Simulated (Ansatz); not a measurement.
# SiGe2: one candidate of a structure search

The task: take a trial cell of SiGe2 to zero force and stress, then test the end with a random kick.

Method: DFT PBE, scalar-relativistic, plane waves, PAW, in Ansatz 0.2.0.

1 further run of the same task is left out (for a known fault of the program).

## 1. The structure to begin with

The structure is hexagonal, space group P6/mmm (No. 191). Conventional cell: a = 4.149 Å, b = 4.149 Å, c = 4.426 Å, α = 90.00°, β = 90.00°, γ = 120.00°. Si (site symmetry 6/mmm) is surrounded by 6 Ge at 2.40 Å. Around Ge (site symmetry -6m2) lie 3 Ge at 2.40 Å and 3 Si at 2.40 Å.

Coordinates:

```cif
data_structure
_symmetry_space_group_name_H-M 'P6/mmm'
_symmetry_Int_Tables_number 191
_cell_length_a 4.1492
_cell_length_b 4.1492
_cell_length_c 4.4255
_cell_angle_alpha 90.000
_cell_angle_beta 90.000
_cell_angle_gamma 120.000
_cell_volume 65.98
loop_
_atom_site_label
_atom_site_type_symbol
_atom_site_symmetry_multiplicity
_atom_site_Wyckoff_symbol
_atom_site_fract_x
_atom_site_fract_y
_atom_site_fract_z
_atom_site_occupancy
Si1 Si 1 b 0.00000 0.00000 0.50000 1
Ge1 Ge 2 d 0.33333 0.66667 0.50000 1
```

Recipe of the guess: random cell by space group and Wyckoff sites (P6/mmm, No. 191). Lengths come from tabulated atomic sizes and are only a guess.

## 2. Probe: one point on a coarse mesh

Contents of input.yaml:

```yaml
crystal:
  lattice:
    - [4.14918648, 0.0, 0.0]
    - [-2.07459324, 3.59330089, 0.0]
    - [0.0, 0.0, 4.42551227]
  atoms:
    - { symbol: Si, position: [0.0, 0.0, 0.5] }
    - { symbol: Ge, position: [0.33333333, 0.66666667, 0.5] }
    - { symbol: Ge, position: [0.66666667, 0.33333333, 0.5] }
basis:
  ecutwfc: 420
kpoints:
  mp_grid: { grid: [6, 6, 4] }
hamiltonian:
  xc: pbe
scf:
  occupations: { method: gaussian, width: 0.1 }
  lower_state_search: "off"
output:
  forces: true
  stress: true
  eigenvalues: true
```

Run with:

```bash
$ ansatz run input.yaml --threads 1 --pin off --max-ram 2560MiB --backend cpu --events-out ev --progress --plain --runs-dir out
```

Further runs follow: rough relaxation on the coarse mesh; another rough relaxation; full relaxation; reference for the kick test; kicked and relaxed without symmetry; the kicked end on a coarse mesh; full relaxation (after the kick).

What does the calculation give? Wanted: conventional cell; volume; energy over the elements; gap on the mesh; after the kick; energy gained by the kick.

As calculated:

```
                                    quantity                                                                       value
symmetry at the first end (tolerance 0.05 Å)                                                space group P6/mmm (No. 191)
                           conventional cell  a = 4.877 Å, b = 4.877 Å, c = 2.609 Å, α = 90.00°, β = 90.00°, γ = 120.00°
                                      volume                                                               17.92 Å³/atom
                    energy over the elements                                                               +0.32 eV/atom
                             gap on the mesh                                                                none (metal)
                              after the kick   space group P6/mmm (No. 191), 17.87 Å³/atom, gap on the mesh none (metal)
                   energy gained by the kick                                                                  8 meV/atom
```

In words: The space group P6/mmm (No. 191) is kept, and the volume per atom shrinks by 18.5 % from the first guess. The formation energy is positive, so the separate elements lie lower. The kick led to a structure 8 meV/atom lower, so the first end was a saddle point or a shallow minimum held by symmetry.
